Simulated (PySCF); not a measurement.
# Ga₈N₈H₁₀: core binding energies

What do calculations give for the core binding energies of Ga₈N₈H₁₀?

Programs: PySCF 2.14.0, with routines of our own; each step states its level. All values are computed. Atoms count from 0.

### 1 The starting structure

26 atoms, charge 0, multiplicity 1; geometry from: GFN2-xTB.

### 2 Core binding energies: delta-SCF UKS SCAN, pcX-2 on the ionised atom, pcseg-1

The job: settings as JSON, then the geometry in Å.

```
{"job": {"kind": "xps", "atoms": [4, 13]}, "charge": 0, "multiplicity": 1}
N      0.780097     2.300217    -0.003164
Ga    -0.808083     3.235682    -0.001674
N     -2.381346     2.293657    -0.001111
Ga    -2.418563     0.443654    -0.000906
N     -0.816399    -0.471570     0.001030
Ga     0.783498     0.452658    -0.001588
N      2.382400    -0.473503    -0.001608
Ga    -0.825769    -2.316460     0.001608
N      0.795614    -3.208729    -0.000436
Ga     2.398093    -2.316679     0.000898
N      3.945213     2.279605    -0.000596
Ga     2.368936     3.237156    -0.001337
Ga     3.987413     0.435824     0.001749
N     -4.006050    -0.504512    -0.003982
Ga    -4.051353    -2.338044     0.000878
N     -2.441068    -3.216265     0.005378
H     -0.796193     4.787322    -0.000798
H     -3.272018     2.781764    -0.002223
H      0.773582    -4.224196     0.002654
H      3.747912    -3.082303     0.002879
H      4.825905     2.788166     0.001613
H      2.360580     4.790948    -0.000125
H      5.329813    -0.346539     0.007352
H     -4.871624     0.028406    -0.002001
H     -5.390075    -3.110132     0.000881
H     -2.413443    -4.232358     0.002593
```

Method: delta-SCF UKS SCAN, pcX-2 on the ionised atom, pcseg-1 elsewhere, spin-free X2C (atomic blocks).

Command:

```sh
> OMP_NUM_THREADS=1 python large_run.py task.json out
```

The driver reads the jobs from task.json and runs them one after another.

What it wrote:

```text
ground state, core basis on atom 4 (N), 409 functions
  cycle   1  E = -15961.52883162  |g| = 1.49e+00
  cycle   2  E = -15959.40406550  |g| = 3.16e+00
  cycle   3  E = -15961.98866884  |g| = 3.52e-01
  cycle   4  E = -15962.01665708  |g| = 2.20e-01
  cycle   5  E = -15962.02713014  |g| = 1.01e-01
  cycle   6  E = -15962.02958099  |g| = 2.30e-02
  cycle   7  E = -15962.02964935  |g| = 1.57e-02
  cycle   8  E = -15962.02970328  |g| = 5.47e-03
  cycle   9  E = -15962.02971210  |g| = 2.28e-03
  cycle  10  E = -15962.02971188  |g| = 5.08e-04
  cycle  11  E = -15962.02972120  |g| = 1.17e-04
  E(ground) = -15964.12129154 Eh
hole in N 1s of atom 4
  cycle   1  E = -15946.46093678  |g| = 1.89e+00
  cycle   2  E = -15943.14885360  |g| = 2.82e+00
  cycle   3  E = -15946.57404238  |g| = 1.06e+00
  cycle   4  E = -15947.05570845  |g| = 6.04e-01
  cycle   5  E = -15947.17797721  |g| = 3.34e-01
  cycle   6  E = -15947.22914949  |g| = 1.28e-01
  cycle   7  E = -15947.23613254  |g| = 4.35e-02
  cycle   8  E = -15947.23703321  |g| = 1.52e-02
  cycle   9  E = -15947.23711495  |g| = 8.11e-03
  cycle  10  E = -15947.23715412  |g| = 2.14e-03
  cycle  11  E = -15947.23715050  |g| = 1.44e-03
  E(ion) = -15949.32864145 Eh   <S^2> = 0.7739   hole on atom = 1.000   binding energy = 402.529 eV
ground state, core basis on atom 13 (N), 409 functions
  cycle   1  E = -15962.02748462  |g| = 8.11e-02
  cycle   2  E = -15962.02589282  |g| = 9.02e-02
  cycle   3  E = -15962.02687661  |g| = 6.24e-02
  cycle   4  E = -15962.02781729  |g| = 1.28e-02
  cycle   5  E = -15962.02785966  |g| = 2.78e-03
  cycle   6  E = -15962.02786242  |g| = 5.91e-04
  cycle   7  E = -15962.02786289  |g| = 3.32e-04
  E(ground) = -15964.12004975 Eh
hole in N 1s of atom 13
  cycle   1  E = -15946.46259596  |g| = 1.88e+00
  cycle   2  E = -15940.50541478  |g| = 3.15e+00
  cycle   3  E = -15945.16522451  |g| = 1.54e+00
  cycle   4  E = -15947.04878490  |g| = 5.74e-01
  cycle   5  E = -15947.04680023  |g| = 5.57e-01
  cycle   6  E = -15947.20822387  |g| = 1.27e-01
  cycle   7  E = -15947.21523704  |g| = 7.47e-02
  cycle   8  E = -15947.21741476  |g| = 3.81e-02
  cycle   9  E = -15947.21802413  |g| = 1.78e-02
  cycle  10  E = -15947.21816589  |g| = 4.30e-03
  cycle  11  E = -15947.21817807  |g| = 3.38e-03
  cycle  12  E = -15947.21818647  |g| = 1.32e-03
  E(ion) = -15949.30962564 Eh   <S^2> = 0.7698   hole on atom = 1.000   binding energy = 403.012 eV
```

It took 3.7 min on 1 thread of Arm Neoverse N1, shared host; peak memory 0.68 GiB.

The holes in one table. −ε is the ground-state orbital energy:

```
      hole  stands for                 environment  ΔSCF (eV)  −ε (eV)   ⟨S²⟩
 N1s on N4          N4     nitrogen bonded to 3 Ga     402.53    385.5  0.774
N1s on N13    N13, N15  nitrogen bonded to 2 Ga, H     403.01    385.4  0.770
```

Each hole run stands for the others of its class of like atoms.

### 3 Results

| quantity | value |
| --- | --- |
| N1s binding energies, SCAN/pcX-2 (standing for 3 of 8 atoms) | N13 403.01, N4 402.53 eV |

What this shows: The N1s levels kept as sound span 0.48 eV, from N4 (nitrogen bonded to 3 Ga) up to N13 (nitrogen bonded to 2 Ga, H). Only 3 of the 8 N atoms are covered by sound results. The geometry comes from tight binding, which is rough for metal atoms, and these values hang on it.
